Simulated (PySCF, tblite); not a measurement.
**C5H10FGaO: geometry, infrared bands and NMR shifts**

Wanted: the infrared bands and NMR shifts of C5H10FGaO (`C=CC(C)(C)[O][GaH][F]`), by calculation.

Computed with tblite 0.8.0 and PySCF 2.14.0, with density-fitted response routines of our own, on a single molecule in the gas phase. Atoms are numbered from 0 throughout.

## 1. The starting structure

18 atoms, charge 0, multiplicity 1; geometry from: force field or distance geometry start.

Bonds of the start (Å): C0–C1 1.33, C1–C2 1.51, C2–C3 1.53, C2–C4 1.49, C2–O5 1.37, O5–Ga6 1.67, Ga6–F7 1.85, C0–H8 1.09, C0–H9 1.10, C1–H10 1.06, C3–H11 1.11, C3–H12 1.11, C3–H13 1.10, C4–H14 1.11, C4–H15 1.12, C4–H16 1.12, Ga6–H17 1.67.

## 2. Relaxing the molecule with GFN2-xTB

The job: settings as JSON, then the geometry in Å.

```
{"job": {"kind": "relax", "xc": "GFN2-xTB", "basis": "xTB"}, "charge": 0, "multiplicity": 1}
C     -1.424700     1.855000    -0.218300
C     -1.475100     0.531500    -0.296900
C     -0.212300    -0.230400     0.045400
C     -0.032600    -1.319000    -1.015000
C     -0.411800    -0.897800     1.366600
O      0.812000     0.676400    -0.011700
Ga     2.455300     0.928800     0.156200
F      3.792500    -0.303700     0.499700
H     -0.480600     2.320200     0.079700
H     -2.326000     2.442100    -0.445000
H     -2.339500    -0.027800    -0.565000
H      0.654600    -2.091800    -0.613500
H     -1.014000    -1.776300    -1.272700
H      0.384400    -0.789400    -1.888100
H     -1.451300    -0.747100     1.736200
H     -0.252000    -2.006600     1.330800
H      0.320200    -0.525900     2.129800
H      2.992200     1.967800    -1.029900
```

Run with:

```sh
> OMP_NUM_THREADS=1 python probes_run.py task.json out
```

This one command runs all jobs of the session in turn.

**Question.** This job is followed by: GFN2-xTB harmonic vibrations, gas phase; GIAO PBE0/pcSseg-1 NMR shielding, non-relativistic, gas phase. What will the session give for the following? strongest single infrared mode (GFN2-xTB); zero-point energy (GFN2-xTB); ¹³C shifts against TMS (PBE0/pcSseg-1, means over atoms taken as alike); ¹H shifts against TMS (PBE0/pcSseg-1, means over atoms taken as alike); ¹⁷O shifts against H2O (PBE0/pcSseg-1); ¹⁹F shifts against CFCl3 (PBE0/pcSseg-1); shieldings of Ga (PBE0/pcSseg-1); surface potential, 1st and 99th percentile.

The runs gave:

```
                                                               quantity                             value
                              strongest single infrared mode (GFN2-xTB)             1905 cm⁻¹, 158 km/mol
                                           zero-point energy (GFN2-xTB)                     84.2 kcal/mol
¹³C shifts against TMS (PBE0/pcSseg-1, means over atoms taken as alike)      152.6, 117.9, 79.5, 36.8 ppm
 ¹H shifts against TMS (PBE0/pcSseg-1, means over atoms taken as alike)  6.14, 5.98, 5.45, 4.84, 1.51 ppm
                                 ¹⁷O shifts against H2O (PBE0/pcSseg-1)                         142.6 ppm
                               ¹⁹F shifts against CFCl3 (PBE0/pcSseg-1)                        -146.7 ppm
                                       shieldings of Ga (PBE0/pcSseg-1)                    Ga6 1502.6 ppm
                                  surface potential, 1st and 99th percentile                -1.40 V and 2.76 V
```

**Reading.** The optimisation took 128 steps and gained 0.886 eV; among the close pairs (by a distance rule), Ga6–H17 changed most, from 1.666 to 1.502 Å. No mode is imaginary among the 48: a minimum at this level. The strongest single mode, at 1905 cm⁻¹, moves mainly H17. GFN2-xTB is a fitted tight-binding method: band positions and strengths are rough. Its intensities can rank the bands wrongly. The most deshielded carbon is C1 (alkene CH), at 152.6 ppm: the olefinic region. The most deshielded hydrogen is H10 (hydrogen on an alkene CH), at 6.14 ppm: attached to an sp2 carbon and in the plane of the double bond. At PBE0/pcSseg-1: The widest tensor belongs to Ga6: span 463 ppm, with a paramagnetic part of -1139 ppm. At PBE0/pcSseg-1, counted by nearest atom on the grid, the HOMO lies on C0, C1 about 34 % each, the LUMO on Ga6 49 %; H17 22 %. Spin-orbit coupling is left out, which matters for shieldings and couplings at and beside the heavy atoms.
